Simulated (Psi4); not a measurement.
**CHBrCl (SMILES Cl[CH]Br) at 3 levels**

Aim: a comparison of 3 runs (UHF/STO-3G, UB3LYP/6-31G*, UMP2/cc-pVDZ) of CHBrCl. 

The results are computed with Psi4 1.11.

4 further runs of the same task are left out: 4 that didn't finish.

## 1. The structure to begin with

CHBrCl: 4 atoms, total charge 0, spin state doublet. As SMILES, `Cl[CH]Br`. The shape is that of a PBE0-D4/def2-TZVP optimisation.

Bond lengths: Cl1–C2 1.686 Å, C2–Br3 1.851 Å, C2–H4 1.080 Å. Angles: Cl1–C2–Br3 120.1°, Cl1–C2–H4 117.6°, Br3–C2–H4 117.1°.

## 2. Energy and forces at UHF/STO-3G (run 1)

Input file job.py:

```python
import psi4

psi4.set_memory('1600 MB')
psi4.set_num_threads(1)
psi4.set_output_file('psi4.out', False)

geom = psi4.geometry("""
0 2
Cl    -1.472700     0.199000    -0.654200
C      0.039000     0.183700     0.093200
Br     0.753200    -1.408900     0.710400
H      0.735900     0.965900    -0.169800
symmetry c1
no_reorient
no_com
""")

options = {'basis': 'STO-3G', 'reference': 'uhf', 'puream': True, 'e_convergence': 1e-09, 'd_convergence': 1e-08, 'scf_type': 'pk', 'maxiter': 200}
psi4.set_options(options)

E, wfn = psi4.gradient('hf', molecule=geom, return_wfn=True)
psi4.oeprop(wfn, 'WIBERG_LOWDIN_INDICES', 'DIPOLE', 'LOWDIN_CHARGES', title='HF')
print('gradient / Eh bohr^-1')
print(E.np.round(6))
print(f'energy = {wfn.energy():.10f} Eh')
```

On the command line:

```sh
$ python job.py
```

psi4.out:

```text
[...]
  Running in c1 symmetry.
[...]
  Nuclear repulsion =  208.736517038601932
[...]
  Multiplicity = 2
[...]
  Nalpha       = 30
  Nbeta        = 29
[...]
    Number of basis functions: 33
[...]
   @UHF iter   1: -3037.06629886662176   -2.02183e+00   1.04719e-02 DIIS/ADIIS
[...]
   @UHF iter  13: -3037.17194608184400    0.00000e+00   3.72484e-09 DIIS
[...]
   @S^2 Observed:                7.683368775E-01
[...]
    Orbital Energies [Eh]
    ---------------------
    Alpha Occupied:
       1A   -484.519818     2A   -103.744323     3A    -63.245021
       4A    -57.794850     5A    -57.793128     6A    -57.792811
       7A    -11.131668     8A    -10.423727     9A     -9.188402
      10A     -7.866791    11A     -7.863361    12A     -7.862041
      13A     -6.939245    14A     -6.927796    15A     -6.926788
      16A     -2.297649    17A     -2.292923    18A     -2.292324
      19A     -2.279601    20A     -2.279595    21A     -1.133918
      22A     -0.954310    23A     -0.783930    24A     -0.591570
      25A     -0.543971    26A     -0.512728    27A     -0.406426
      28A     -0.392233    29A     -0.345311    30A     -0.294526
    Alpha Virtual:
[...]
  @UHF Final Energy: -3037.17194608184400
   => Energetics <=
    Nuclear Repulsion Energy =            208.7365170386019315
    One-Electron Energy =               -4657.5782973960094751
    Two-Electron Energy =                1411.6698342755637441
    Total Energy =                      -3037.1719460818439984
  UHF NO Occupations:
  HONO-2 :   28  A 1.9977810
  HONO-1 :   29  A 1.9945428
[...]
  -Total Gradient:
     Atom            X                  Y                   Z
    ------   -----------------  -----------------  -----------------
       1        0.060146236730    -0.004008794328     0.031407596925
       2       -0.053109951640     0.001140593396    -0.030985039793
       3       -0.005393189135     0.009552728273    -0.004421485717
       4       -0.001643096113    -0.006684527006     0.003998928214
[...]
 Multipole Moments:
 ------------------------------------------------------------------------------------
     Multipole            Electronic (a.u.)      Nuclear  (a.u.)        Total (a.u.)
 ------------------------------------------------------------------------------------
 L = 1.  Multiply by 2.5417464519 to convert [e a0] to [Debye]
 Dipole X            :         -3.8575999            4.3388112            0.4812112
 Dipole Y            :         83.1531433          -82.8841438            0.2689996
 Dipole Z            :        -26.6430939           26.7056096            0.0625157
 Magnitude           :                                                    0.5548272
[...]
```

Standard output:

```text
gradient / Eh bohr^-1
[[ 0.060146 -0.004009  0.031408]
 [-0.05311   0.001141 -0.030985]
 [-0.005393  0.009553 -0.004421]
 [-0.001643 -0.006685  0.003999]]
energy = -3037.1719460818 Eh
```

It took 4.5 s on 1 thread of AMD EPYC 7R43 (Zen 3), shared host; peak memory 0.19 GiB.

## 3. Energy and forces at UB3LYP/6-31G(d) (Cartesian functions) (run 2)

Input file calc.py:

```python
import psi4

psi4.set_memory('1600 MB')
psi4.set_num_threads(1)
psi4.set_output_file('psi4.out', False)

geom = psi4.geometry("""
0 2
Cl
C 1 1.686439
Br 2 1.851322 1 120.09004
H 2 1.080128 1 117.63706 3 153.80712
symmetry c1
no_reorient
no_com
""")

options = {'reference': 'uks', 'puream': False, 'e_convergence': 1e-09, 'd_convergence': 1e-08, 'scf_type': 'pk', 'dft_radial_points': 99, 'dft_spherical_points': 590, 'maxiter': 200}
psi4.set_options(options)

result, w = psi4.gradient('b3lyp/6-31G*', return_wfn=True)
psi4.oeprop(w, 'LOWDIN_CHARGES', 'DIPOLE', 'WIBERG_LOWDIN_INDICES', title='B3LYP')
print('gradient / Eh bohr^-1')
print(result.np.round(6))
print(f'energy = {w.energy():.10f} Eh')
for k, v in sorted(psi4.core.scalar_variables().items()):
    print(f'{k:45s} {v:18.10f}')
```

On the command line:

```sh
$ python calc.py
```

psi4.out:

```text
[...]
  Running in c1 symmetry.
[...]
  Nuclear repulsion =  208.736517264375749
[...]
  Multiplicity = 2
[...]
  Nalpha       = 30
  Nbeta        = 29
[...]
    Number of basis functions: 71
[...]
   @UKS iter   1: -3072.38662709218215   -1.20851e+00   2.27693e-02 DIIS/ADIIS
[...]
   @UKS iter  13: -3072.71842943538422    9.09495e-13   5.71524e-09 DIIS
[...]
   @S^2 Observed:                7.539538885E-01
[...]
    Orbital Energies [Eh]
    ---------------------
    Alpha Occupied:
       1A   -482.886367     2A   -101.577975     3A    -62.544683
       4A    -56.365668     5A    -56.362514     6A    -56.361903
       7A    -10.298019     8A     -9.494696     9A     -8.732237
      10A     -7.258142    11A     -7.250261    12A     -7.248226
      13A     -6.562196    14A     -6.550446    15A     -6.548906
      16A     -2.655983    17A     -2.652736    18A     -2.651613
      19A     -2.642149    20A     -2.642120    21A     -0.913801
      22A     -0.818741    23A     -0.641535    24A     -0.487159
      25A     -0.453347    26A     -0.410592    27A     -0.334754
      28A     -0.327293    29A     -0.308057    30A     -0.215982
    Alpha Virtual:
[...]
  @UKS Final Energy: -3072.71842943538422
   => Energetics <=
    Nuclear Repulsion Energy =            208.7365172643757489
    One-Electron Energy =               -4683.8666119046420135
    Two-Electron Energy =                1503.2242760600049678
    DFT Exchange-Correlation Energy =    -100.8126108551229549
    Empirical Dispersion Energy =           0.0000000000000000
    VV10 Nonlocal Energy =                  0.0000000000000000
    Total Energy =                      -3072.7184294353842233
[...]
  -Total Gradient:
     Atom            X                  Y                   Z
    ------   -----------------  -----------------  -----------------
       1       -0.000060876704    -0.001168104224     0.015797999283
       2        0.000823540612    -0.008210304132    -0.007706873018
       3       -0.000058294705     0.010582408050    -0.007374193439
       4       -0.000702668293    -0.001201284931    -0.000719630496
[...]
 Multipole Moments:
 ------------------------------------------------------------------------------------
     Multipole            Electronic (a.u.)      Nuclear  (a.u.)        Total (a.u.)
 ------------------------------------------------------------------------------------
 L = 1.  Multiply by 2.5417464519 to convert [e a0] to [Debye]
 Dipole X            :         -0.2520764            0.4241481            0.1720716
 Dipole Y            :         -5.7131618            5.9875663            0.2744045
 Dipole Z            :          4.9917457           -4.8287924            0.1629533
 Magnitude           :                                                    0.3625745
[...]
```

Standard output:

```text
gradient / Eh bohr^-1
[[-6.1000e-05 -1.1680e-03  1.5798e-02]
 [ 8.2400e-04 -8.2100e-03 -7.7070e-03]
 [-5.8000e-05  1.0582e-02 -7.3740e-03]
 [-7.0300e-04 -1.2010e-03 -7.2000e-04]]
energy = -3072.7184294354 Eh
CURRENT ENERGY                                  -3072.7184294354
CURRENT REFERENCE ENERGY                        -3072.7184294354
DD SOLVATION ENERGY                                 0.0000000000
DFT FUNCTIONAL TOTAL ENERGY                     -3072.7184294354
DFT TOTAL ENERGY                                -3072.7184294354
DFT VV10 ENERGY                                     0.0000000000
DFT XC ENERGY                                    -100.8126108551
GRID ELECTRONS ALPHA                               30.0000000109
GRID ELECTRONS BETA                                29.0000000221
GRID ELECTRONS TOTAL                               59.0000000330
NUCLEAR REPULSION ENERGY                          208.7365172644
ONE-ELECTRON ENERGY                             -4683.8666119046
PCM POLARIZATION ENERGY                             0.0000000000
PE ENERGY                                           0.0000000000
SCF ITERATION ENERGY                            -3072.7184294354
SCF ITERATIONS                                     13.0000000000
SCF TOTAL ENERGY                                -3072.7184294354
TWO-ELECTRON ENERGY                              1503.2242760600
XC GRID RADIAL POINTS                              99.0000000000
XC GRID SPHERICAL POINTS                          590.0000000000
XC GRID TOTAL POINTS                           217337.0000000000
```

It took 23 s on 1 thread of AMD EPYC 7R43 (Zen 3), shared host; peak memory 0.6 GiB.

## 4. A single-point energy at UMP2/cc-pVDZ (run 3)

Input file chbrcl.json:

```json
{
  "schema_name": "qcschema_input",
  "schema_version": 1,
  "molecule": {
    "schema_name": "qcschema_molecule",
    "schema_version": 2,
    "symbols": ["Cl", "C", "Br", "H"],
    "geometry": [-2.78299966, 0.3760555, -1.23625883, 0.07369932, 0.34714269, 0.17612247, 1.42334172, -2.66243514, 1.34246144, 1.39064946, 1.82528646, -0.3208755],
    "molecular_charge": 0,
    "molecular_multiplicity": 2,
    "fix_symmetry": "c1"
  },
  "driver": "energy",
  "model": {
    "method": "mp2",
    "basis": "cc-pVDZ"
  },
  "keywords": {
    "reference": "uhf",
    "puream": true,
    "e_convergence": 1e-09,
    "d_convergence": 1e-08,
    "scf_type": "pk",
    "num_frozen_docc": 15,
    "mp2_type": "conv",
    "maxiter": 200
  }
}
```

On the command line:

```sh
$ psi4 --qcschema chbrcl.json -n 1 --memory 1600MB
```

stdout:

```text
[...]
  Running in c1 symmetry.
[...]
  Nuclear repulsion =  208.736517045032343
[...]
  Multiplicity = 2
[...]
  Nalpha       = 30
  Nbeta        = 29
[...]
    Number of basis functions: 64
[...]
   @UHF iter   1: -3070.17512775593013   -1.70342e+00   7.81564e-03 DIIS/ADIIS
[...]
   @UHF iter  16: -3070.28454568816096   -4.54747e-13   6.37941e-09 DIIS
[...]
   @S^2 Observed:                7.684728317E-01
[...]
    Orbital Energies [Eh]
    ---------------------
    Alpha Occupied:
       1A   -490.093267     2A   -104.859320     3A    -65.229527
       4A    -58.586113     5A    -58.585429     6A    -58.584985
       7A    -11.359145     8A    -10.586827     9A     -9.878347
      10A     -8.053628    11A     -8.052220    12A     -8.050629
      13A     -7.490658    14A     -7.483567    15A     -7.482316
      16A     -3.228560    17A     -3.224419    18A     -3.223537
      19A     -3.213712    20A     -3.213702    21A     -1.200936
      22A     -1.063453    23A     -0.867172    24A     -0.648977
      25A     -0.590194    26A     -0.586252    27A     -0.468905
      28A     -0.459151    29A     -0.428742    30A     -0.356414
    Alpha Virtual:
[...]
  @UHF Final Energy: -3070.28454568816096
   => Energetics <=
    Nuclear Repulsion Energy =            208.7365170450323433
    One-Electron Energy =               -4684.3771691375159207
    Two-Electron Energy =                1405.3561064043226452
    Total Energy =                      -3070.2845456881614155
  UHF NO Occupations:
  HONO-2 :   28  A 1.9980166
  HONO-1 :   29  A 1.9957470
[...]
 Multipole Moments:
 ------------------------------------------------------------------------------------
     Multipole            Electronic (a.u.)      Nuclear  (a.u.)        Total (a.u.)
 ------------------------------------------------------------------------------------
 L = 1.  Multiply by 2.5417464519 to convert [e a0] to [Debye]
 Dipole X            :          3.9977205           -3.7026979            0.2950226
 Dipole Y            :         -5.5978854            5.9026945            0.3048091
 Dipole Z            :          3.2099776           -3.2857732           -0.0757956
 Magnitude           :                                                    0.4309198
[...]
	SCS-MP2 Total Energy (a.u.)        : -3070.64892600580652
	SOS-MP2 Total Energy (a.u.)        : -3070.61376230895121
	SCSN-MP2 Total Energy (a.u.)       : -3070.47021000755740
[...]
	SOS-PI-MP2 Total Energy (a.u.)     : -3070.66863174574974
[...]
	MP2 Total Energy (a.u.)            : -3070.66438396271906
[...]
```

The result, in JSON:

```text
{
 "driver": "energy",
 "model": {
  "method": "mp2",
  "basis": "cc-pVDZ"
 },
 "success": true,
 "return_result": -3070.664383962719,
 "properties": {
  "calcinfo_nbasis": 64,
  "calcinfo_nmo": 64,
  "calcinfo_nalpha": 30,
  "calcinfo_nbeta": 29,
  "calcinfo_natom": 4,
  "nuclear_repulsion_energy": 208.73651704503234,
  "return_energy": -3070.664383962719,
  "scf_one_electron_energy": -4684.377169137516,
  "scf_two_electron_energy": 1405.3561064043226,
  "scf_dipole_moment": [0.29502260084508336, 0.3048091025539552, -0.07579556596558712],
  "scf_total_energy": -3070.284545688161,
  "scf_iterations": 16,
  "mp2_same_spin_correlation_energy": -0.10549109056631803,
  "mp2_opposite_spin_correlation_energy": -0.27434718399189345,
  "mp2_singles_energy": 0.0,
  "mp2_doubles_energy": -0.37983827455821145,
  "mp2_correlation_energy": -0.3798382745580966,
  "mp2_total_energy": -3070.664383962719
 }
}
```

It took 31 s on 1 thread of AMD EPYC 7R43 (Zen 3), shared host; peak memory 0.43 GiB.

## 5. Overview of the runs

| run | level | Cartesian functions | properties | energy (Eh) | dipole moment (D) | HOMO energy (eV) | LUMO energy (eV) | wall time |
| --- | --- | --- | --- | --- | --- | --- | --- | --- |
| 1 | UHF/STO-3G | no | (wiberg, dipole, lowdin) | -3037.171946 | 1.41 | -8.01 | 6.92 | 4.5 s |
| 2 | UB3LYP/6-31G* (Cartesian functions) | yes | (lowdin, dipole, wiberg) | -3072.718429 | 0.92 | -5.88 | -2.24 | 23 s |
| 3 | UMP2/cc-pVDZ | no | – | -3070.664384 | – | -9.70 | 2.65 | 31 s |

## 6. What came out

| quantity | value |
| --- | --- |
| run 3: total energy | -3070.66438 Eh |
| run 3: HOMO energy (Hartree–Fock orbitals) (highest over α and β) | -9.70 eV |
| run 3: LUMO energy (Hartree–Fock orbitals) (lowest over α and β) | 2.65 eV |
| run 3: correlation energy (15 core orbitals frozen) | -379.8 mEh |
| run 3: ⟨S²⟩ of the reference determinant | 0.768 |

In run 1 the basis is minimal, so the values are rough. All runs together took 59 s, the longest 31 s.
